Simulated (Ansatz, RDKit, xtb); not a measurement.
# C6H5NSe: which of the isomers drawn lies lowest?

A sample of isomers of C6H5NSe is drawn. Aim: find which of them has the lowest free energy at 298.15 K, then its properties. The sample is small against all isomers, and the most stable one of this formula need not be in it.

Plan: many cheap relaxations first (GFN2-xTB), then density-functional screening, relaxation at PBE-D3(BJ)/def2-SVP, vibrations (at GFN2-xTB) and a final energy. The numbers are computed, not measured.

**1. Candidates**

Isomers were taken from a list of plausible structures; this is a sample, not all of them. That gives 14 candidates.

| label | SMILES | spin |
| --- | --- | --- |
| c030 | C#CCc1cc[se]n1 | singlet |
| c039 | Cc1cc[se]c1C#N | singlet |
| c100 | C#CCc1ccn[se]1 | singlet |
| c236 | C#CC[Se]/C=C\C#N | singlet |
| c395 | CC#Cc1cc[se]n1 | singlet |
| c483 | C#Cc1cc(C)[se]n1 | singlet |
| c505 | N#C/C=C\C1=C[Se]C1 | singlet |
| c569 | CC#Cc1c[se]cn1 | singlet |
| c591 | CC#Cc1cnc[se]1 | singlet |
| c613 | C#Cc1ccc(N)[se]1 | singlet |
| c688 | N#C[C@@H]1C=CC=C[Se]1 | singlet |
| c692 | C#Cc1c[se]nc1C | singlet |
| c703 | N#CC1=C[Se]C=CC1 | singlet |
| c953 | C#Cc1n[se]cc1C | singlet |

Candidates are built by distance geometry, with a force field where one applies, in up to four conformers (letters a to d).

Q: Predict the outcome of this search (final energies at CCSD(T)/def2-SVP + MP2/def2-TZVPP - MP2/def2-SVP).

| quantity | value |
| --- | --- |
| lowest structure found | Cc1cc[se]c1C#N, singlet |
| next finalist | N#CC1=C[Se]C=CC1, singlet, 16.9 kcal/mol higher in G |
| share at equilibrium, among the finalists | 100.0 % |

`Cc1cc[se]c1C#N` comes out lowest. Among the finalists first place is clear (16.9 kcal/mol); structures outside the list aren't covered. GFN2-xTB, HF/STO-3G, r2SCAN-D4/def2-SVP, PBE-D3(BJ)/def2-SVP, HF/def2-SVP and MP2/def2-SVP already put its bonding pattern lowest among the structures in one piece. It still has an imaginary mode, so it is no strict minimum; a nearby shape lies a little lower. The search is not exhaustive (a finite list of starts, one conformer a finalist), so a lower isomer can't be ruled out. Only 14 drawn patterns were tried, so whole families of isomers are missing, and the result ranks this sample alone. The lowest isomer need not be the one that is made and kept in a bottle, which depends on barriers.
